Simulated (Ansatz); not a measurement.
**C5H7AlClFO2: a ladder of functionals and wavefunction methods**

One table from this session's results is given with a row withheld; the runs are named, their logs left out.

Method: functionals in def2-TZVPP, the program's frozen cores in correlated methods; program: Ansatz 0.2.0, Gaussian basis.

Plan: LDA (SPW92), PBE-D4, revPBE-D4, BLYP-D4, r2SCAN-D4, B97M-V, PBE0-D4, B3LYP-D4, r2SCANh-D4, r2SCAN0-D4, HSE06-D4, BHLYP-D4, CAM-B3LYP-D4, LC-ωPBE, ωB97X-V, ωB97M-V, B2PLYP, PBE-QIDH; CCSD(T)/def2-SVP; MP2/def2-TZVPP; MP2/def2-QZVPP; RPA on PBE.

1 further run of the same task is left out (it didn't finish).

## Structure used throughout

The geometry comes from an earlier relaxation with PBE0-D4 in a triple-zeta def2 set; it is a stationary point, not always the lowest conformer.

SMILES `CC1=CC(C)=[O+][Al-]([F])([Cl])[O]1`, 17 atoms, charge 0, spin multiplicity 1.

Atoms are counted from 1 here; the program's logs count them from 0.

Bond lengths: C1–C2 1.488 Å, C1–H11 1.088 Å, C1–H12 1.093 Å, C1–H13 1.093 Å, C2–C3 1.394 Å, C2–O10 1.278 Å, C3–C4 1.394 Å, C3–H14 1.080 Å, C4–C5 1.488 Å, C4–O6 1.278 Å, C5–H15 1.088 Å, C5–H16 1.093 Å, C5–H17 1.093 Å, O6–Al7 1.798 Å, Al7–F8 1.649 Å, Al7–Cl9 2.100 Å, Al7–O10 1.798 Å. Angles: C2–C1–H11 112.5°, C2–C1–H12 109.0°, C2–C1–H13 108.9°, H11–C1–H12 109.8°, H11–C1–H13 109.7°, H12–C1–H13 106.9°, C1–C2–C3 120.9°, C1–C2–O10 115.4°, C3–C2–O10 123.7°, C2–C3–C4 123.2°, C2–C3–H14 118.4°, C4–C3–H14 118.4°, C3–C4–C5 120.9°, C3–C4–O6 123.7°, C5–C4–O6 115.4°, C4–C5–H15 112.5°, C4–C5–H16 108.9°, C4–C5–H17 109.0° and more.

Set-up of the first run:

in.yaml

```yaml
crystal:
  periodic: [false, false, false]
  atoms:
    - {symbol: C, position_ang: [1.571671, -2.084424, -0.519630]}
    - {symbol: C, position_ang: [0.901146, -0.841608, -0.050031]}
    - {symbol: C, position_ang: [-0.375940, -0.505124, -0.497107]}
    - {symbol: C, position_ang: [-1.056131, 0.637036, -0.076651]}
    - {symbol: C, position_ang: [-2.426928, 0.935401, -0.573167]}
    - {symbol: O, position_ang: [-0.572286, 1.488725, 0.743711]}
    - {symbol: Al, position_ang: [1.064893, 1.437814, 1.484570]}
    - {symbol: F, position_ang: [0.937085, 1.297830, 3.122169]}
    - {symbol: Cl, position_ang: [2.255498, 3.000781, 0.742753]}
    - {symbol: O, position_ang: [1.574002, -0.132608, 0.772780]}
    - {symbol: H, position_ang: [0.953525, -2.655380, -1.209173]}
    - {symbol: H, position_ang: [1.824802, -2.700367, 0.346806]}
    - {symbol: H, position_ang: [2.513699, -1.816079, -1.004472]}
    - {symbol: H, position_ang: [-0.866988, -1.167679, -1.194272]}
    - {symbol: H, position_ang: [-2.794224, 0.176904, -1.261169]}
    - {symbol: H, position_ang: [-2.419356, 1.909811, -1.068042]}
    - {symbol: H, position_ang: [-3.103568, 1.018368, 0.280923]}
basis:
  gaussian: {orbitals: def2-TZVPP}
hamiltonian: {xc: lda}
output: {orbitals: {seedname: orbitals}}
```

Started as:

```
$ ansatz run in.yaml --threads 4 --pin off --events-out ev --progress --plain --max-ram 66560MiB --backend cuda --devices 0, --max-vram 37GiB
```

Among the steps run: LDA; PBE-D4 (GGA); revPBE-D4 (GGA); BLYP-D4 (GGA); r2SCAN-D4 (meta-GGA); B97M-V (meta-GGA); B3LYP-D4 (hybrid); r2SCANh-D4 (hybrid); r2SCAN0-D4 (hybrid); HSE06-D4 (hybrid); BHLYP-D4 (hybrid); CAM-B3LYP-D4 (range-separated); LC-ωPBE (range-separated); ωB97X-V (range-separated); ωB97M-V (range-separated); B2PLYP (double hybrid); PBE-QIDH (double hybrid).

One table of the session follows, with a row left open; its other results are not shown here.

It belongs to the step «Frontier levels by functional». 

```
  functional  HOMO (eV)  LUMO (eV)  gap (eV)
 LDA (SPW92)      -6.97      -3.52      3.45
      PBE-D4      -6.76      -3.28      3.49
   revPBE-D4      -6.69      -3.18      3.50
     BLYP-D4      -6.62      -3.14      3.47
   r2SCAN-D4      -7.01      -3.14      3.87
      B97M-V      -7.02      -3.05      3.98
     PBE0-D4      -7.91      -2.43      5.49
    B3LYP-D4      -7.71      -2.63      5.08
  r2SCANh-D4      -7.44      -2.82      4.62
  r2SCAN0-D4      -8.09      -2.34      5.75
    HSE06-D4      -7.52      -2.80      4.71
    BHLYP-D4      -8.93      -1.39      7.55
CAM-B3LYP-D4      -9.19      -1.34      7.85
     LC-ωPBE     -10.46      -0.28     10.18
     ωB97X-V     -10.13      -0.28      9.85
     ωB97M-V          ?          ?         ?
```

Q: Estimate the row for ωB97M-V from the others.

The run gave: HOMO (eV): -10.04; LUMO (eV): -0.33; gap (eV): 9.71. In the column «HOMO (eV)» it lies between ωB97X-V (-10.13) and CAM-B3LYP-D4 (-9.19).
